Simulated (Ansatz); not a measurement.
**C₂H₉FInP: basis-set convergence**

How large a basis does C₂H₉FInP need? Two functionals are run in growing sets.

Computed with Ansatz 0.2.0, Gaussian basis. Level: one geometry, several basis sets.

Plan: PBE0-D4/def2-SVP; ωB97M-V/def2-SVP; PBE0-D4/def2-QZVPP; ωB97M-V/def2-QZVPP; the functionals' def2-TZVPP values are taken from earlier runs.

**1. The geometry**

All runs share one geometry, relaxed beforehand with PBE0-D4 in a triple-zeta def2 set. In takes the def2 core potential; no spin-orbit term is included.

SMILES `[CH3][In-]([CH3])([F])[PH3+]`, 14 atoms, charge 0, spin multiplicity 1.

Atoms are counted from 1 here; the program's logs count them from 0.

Bond lengths: C1–In2 2.142 Å, C1–H6 1.091 Å, C1–H7 1.090 Å, C1–H8 1.091 Å, In2–C3 2.142 Å, In2–F4 2.018 Å, In2–P5 2.819 Å, C3–H9 1.090 Å, C3–H10 1.091 Å, C3–H11 1.091 Å, P5–H12 1.408 Å, P5–H13 1.408 Å, P5–H14 1.416 Å. Angles: In2–C1–H6 110.6°, In2–C1–H7 108.8°, In2–C1–H8 110.8°, H6–C1–H7 108.9°, H6–C1–H8 108.4°, H7–C1–H8 109.3°, C1–In2–C3 139.4°, C1–In2–F4 108.9°, C1–In2–P5 103.2°, C3–In2–F4 108.9°, C3–In2–P5 103.3°, F4–In2–P5 69.9°, In2–C3–H9 108.7°, In2–C3–H10 110.6°, In2–C3–H11 110.8°, H9–C3–H10 108.9°, H9–C3–H11 109.3°, H10–C3–H11 108.4° and more.

Geometry (Å):

```mol
C2H9FInP
  3D, bonds by distance, orders not assigned

 14 13  0  0  0  0  0  0  0  0999 V2000
   -1.8679    1.3253   -0.5466 C   0  0
   -0.0136    0.6414    0.2782 In  0  0
    0.8536    0.2070    2.1875 C   0  0
    1.4665    1.0156   -1.0420 F   0  0
    0.5490   -1.6736   -1.2290 P   0  0
   -2.1709    2.2650   -0.0827 H   0  0
   -1.7375    1.4853   -1.6170 H   0  0
   -2.6588    0.5912   -0.3851 H   0  0
    1.9157    0.0024    2.0515 H   0  0
    0.7402    1.0559    2.8632 H   0  0
    0.3744   -0.6611    2.6426 H   0  0
    1.9316   -1.9296   -1.1513 H   0  0
    0.4911   -1.3377   -2.5953 H   0  0
    0.1137   -3.0163   -1.3452 H   0  0
  1  2  8  0
  2  3  8  0
  2  4  8  0
  2  5  8  0
  1  6  8  0
  1  7  8  0
  1  8  8  0
  3  9  8  0
  3 10  8  0
  3 11  8  0
  5 12  8  0
  5 13  8  0
  5 14  8  0
M  END
```

**2. PBE0-D4 in def2-SVP**

Input file in.yaml:

```yaml
crystal:
  periodic: [false, false, false]
  atoms:
    - {symbol: C, position_ang: [-1.867914, 1.325253, -0.546558]}
    - {symbol: In, position_ang: [-0.013603, 0.641363, 0.278170]}
    - {symbol: C, position_ang: [0.853598, 0.207010, 2.187527]}
    - {symbol: F, position_ang: [1.466471, 1.015589, -1.042026]}
    - {symbol: P, position_ang: [0.549015, -1.673556, -1.228963]}
    - {symbol: H, position_ang: [-2.170942, 2.265014, -0.082691]}
    - {symbol: H, position_ang: [-1.737538, 1.485332, -1.616994]}
    - {symbol: H, position_ang: [-2.658807, 0.591233, -0.385077]}
    - {symbol: H, position_ang: [1.915720, 0.002406, 2.051486]}
    - {symbol: H, position_ang: [0.740189, 1.055950, 2.863212]}
    - {symbol: H, position_ang: [0.374352, -0.661142, 2.642567]}
    - {symbol: H, position_ang: [1.931587, -1.929580, -1.151334]}
    - {symbol: H, position_ang: [0.491142, -1.337666, -2.595316]}
    - {symbol: H, position_ang: [0.113730, -3.016306, -1.345204]}
basis:
  gaussian: {orbitals: def2-SVP}
hamiltonian: {xc: pbe0, dispersion: d4}
output: {orbitals: {seedname: orbitals}}
```

The run is started by

```sh
$ ansatz run in.yaml --threads 4 --pin off --events-out ev --progress --plain --max-ram 11315MiB
```

The runs that follow: ωB97M-V in def2-SVP; PBE0-D4 in def2-QZVPP; ωB97M-V in def2-QZVPP.

Q: Predict the results of all the runs planned. Wanted: PBE0-D4: double and triple zeta above quadruple; ωB97M-V: double and triple zeta above quadruple.

The runs gave:

| quantity | value |
| --- | --- |
| PBE0-D4: double and triple zeta above quadruple | 10.11, 0.64 eV |
| ωB97M-V: double and triple zeta above quadruple | 10.38, 0.62 eV |

**Reading.** PBE0-D4 gains 9.46 eV from double to triple zeta, then 0.64 eV more. These are total energies; as a rule much of such shifts cancels in differences, which this series doesn't test. The LUMO of ωB97M-V is positive and keeps falling with the basis (1.73 to 0.82 eV): an unbound level that the basis holds in place.
